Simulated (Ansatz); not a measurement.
# ClH3OSiSn: how energies converge with the basis set

The task here is to estimate one member of a computed series from the others.

Computed with Ansatz 0.2.0, Gaussian basis. Level: one geometry, several basis sets.

Plan: PBE0-D4/def2-SVP; ωB97M-V/def2-SVP; PBE0-D4/def2-QZVPP; ωB97M-V/def2-QZVPP; the functionals' def2-TZVPP values are taken from earlier runs.

## The geometry

An earlier PBE0-D4 in a triple-zeta def2 set relaxation fixed the geometry. Sn takes the def2 core potential; no spin-orbit term is included.

SMILES `[SiH3][O][Sn][Cl]`, 7 atoms, charge 0, spin multiplicity 1.

Atoms are counted from 1 here; the program's logs count them from 0.

Bond lengths: Si1–O2 1.642 Å, Si1–H5 1.487 Å, Si1–H6 1.487 Å, Si1–H7 1.487 Å, O2–Sn3 1.963 Å, Sn3–Cl4 2.379 Å. Angles: O2–Si1–H5 111.1°, O2–Si1–H6 108.3°, O2–Si1–H7 111.0°, H5–Si1–H6 108.8°, H5–Si1–H7 108.8°, H6–Si1–H7 108.8°, Si1–O2–Sn3 140.0°, O2–Sn3–Cl4 96.9°.

Set-up of the first run:

Input file in.yaml:

```yaml
crystal:
  periodic: [false, false, false]
  atoms:
    - {symbol: Si, position_ang: [0.025077, 0.948685, 0.131943]}
    - {symbol: O, position_ang: [-0.000807, -0.428090, 1.026735]}
    - {symbol: Sn, position_ang: [-0.034821, -2.376510, 0.787382]}
    - {symbol: Cl, position_ang: [-0.028191, -2.372791, -1.591850]}
    - {symbol: H, position_ang: [-1.175555, 1.041667, -0.741219]}
    - {symbol: H, position_ang: [0.032286, 2.109484, 1.061034]}
    - {symbol: H, position_ang: [1.243111, 1.009454, -0.719726]}
basis:
  gaussian: {orbitals: def2-SVP}
hamiltonian: {xc: pbe0, dispersion: d4}
output: {orbitals: {seedname: orbitals}}
```

Steps of the session up to this table: PBE0-D4 in def2-SVP; ωB97M-V in def2-SVP; PBE0-D4 in def2-QZVPP; ωB97M-V in def2-QZVPP.

One table of the session follows, with a row left open; its other results are not shown here.

| functional | basis | HOMO (eV) | LUMO (eV) |
| --- | --- | --- | --- |
| PBE0-D4 | def2-SVP | -8.01 | -2.68 |
| PBE0-D4 | def2-TZVPP | -8.15 | -2.78 |
| PBE0-D4 | def2-QZVPP | -8.16 | -2.80 |
| ωB97M-V | def2-SVP | -10.04 | -0.86 |
| ωB97M-V | def2-TZVPP | -10.24 | -1.04 |
| ωB97M-V | def2-QZVPP | ? | ? |

Q: Estimate the row for ωB97M-V, def2-QZVPP from the others.

As computed: HOMO (eV): -10.26; LUMO (eV): -1.08. In the column «HOMO (eV)» it is the lowest.
